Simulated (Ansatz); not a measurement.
# AlBrH₄OSSi: how energies converge with the basis set

The task here is to estimate one member of a computed series from the others.

Program: Ansatz 0.2.0, Gaussian basis. Level of theory: one geometry, several basis sets. These are calculated values, not measurements.

Plan: PBE0-D4/def2-SVP; ωB97M-V/def2-SVP; PBE0-D4/def2-QZVPP; ωB97M-V/def2-QZVPP; the functionals' def2-TZVPP values are taken from earlier runs.

## Structure used throughout

All runs share one geometry, relaxed beforehand with PBE0-D4 in a triple-zeta def2 set.

SMILES `[SiH3][O][Al]([SH])[Br]`, 9 atoms, charge 0, spin multiplicity 1.

Atoms are counted from 1 here; the program's logs count them from 0.

Bond lengths: Si1–O2 1.630 Å, Si1–H6 1.486 Å, Si1–H7 1.486 Å, Si1–H8 1.486 Å, O2–Al3 1.669 Å, Al3–S4 2.161 Å, Al3–Br5 2.239 Å, S4–H9 1.345 Å. Angles: O2–Si1–H6 110.3°, O2–Si1–H7 109.9°, O2–Si1–H8 109.2°, H6–Si1–H7 109.2°, H6–Si1–H8 109.1°, H7–Si1–H8 109.1°, Si1–O2–Al3 163.8°, O2–Al3–S4 120.8°, O2–Al3–Br5 120.6°, S4–Al3–Br5 118.7°, Al3–S4–H9 91.9°.

Set-up of the first run:

Input file in.yaml:

```yaml
crystal:
  periodic: [false, false, false]
  atoms:
    - {symbol: Si, position_ang: [1.499060, -0.151693, 0.933844]}
    - {symbol: O, position_ang: [0.120352, -0.020918, 0.073838]}
    - {symbol: Al, position_ang: [-1.206523, 0.570581, -0.747873]}
    - {symbol: S, position_ang: [-2.613414, -0.773227, -1.689534]}
    - {symbol: Br, position_ang: [-1.563454, 2.776234, -0.895982]}
    - {symbol: H, position_ang: [2.516235, 0.804566, 0.424611]}
    - {symbol: H, position_ang: [1.230061, 0.137390, 2.366342]}
    - {symbol: H, position_ang: [2.025135, -1.535214, 0.806542]}
    - {symbol: H, position_ang: [-1.919150, -1.853920, -1.288988]}
basis:
  gaussian: {orbitals: def2-SVP}
hamiltonian: {xc: pbe0, dispersion: d4}
output: {orbitals: {seedname: orbitals}}
```

Launch:

```
$ ansatz run in.yaml --threads 4 --pin off --events-out ev --progress --plain --max-ram 10444MiB
```

Among the steps run: PBE0-D4 in def2-SVP; ωB97M-V in def2-SVP; PBE0-D4 in def2-QZVPP; ωB97M-V in def2-QZVPP.

One of the session's tables, all rows but one given; the rest of the session is left out.

It belongs to the step «Density functionals: the series». 

| functional | basis | HOMO (eV) |
| --- | --- | --- |
| PBE0-D4 | def2-SVP | -7.92 |
| PBE0-D4 | def2-TZVPP | -8.05 |
| PBE0-D4 | def2-QZVPP | -8.07 |
| ωB97M-V | def2-SVP | ? |
| ωB97M-V | def2-TZVPP | -10.24 |
| ωB97M-V | def2-QZVPP | -10.26 |

Q: Estimate the row for ωB97M-V, def2-SVP from the others.

The run gave: HOMO (eV): -10.06. In the column «HOMO (eV)» it lies between ωB97M-V, def2-TZVPP (-10.24) and PBE0-D4, def2-QZVPP (-8.07).
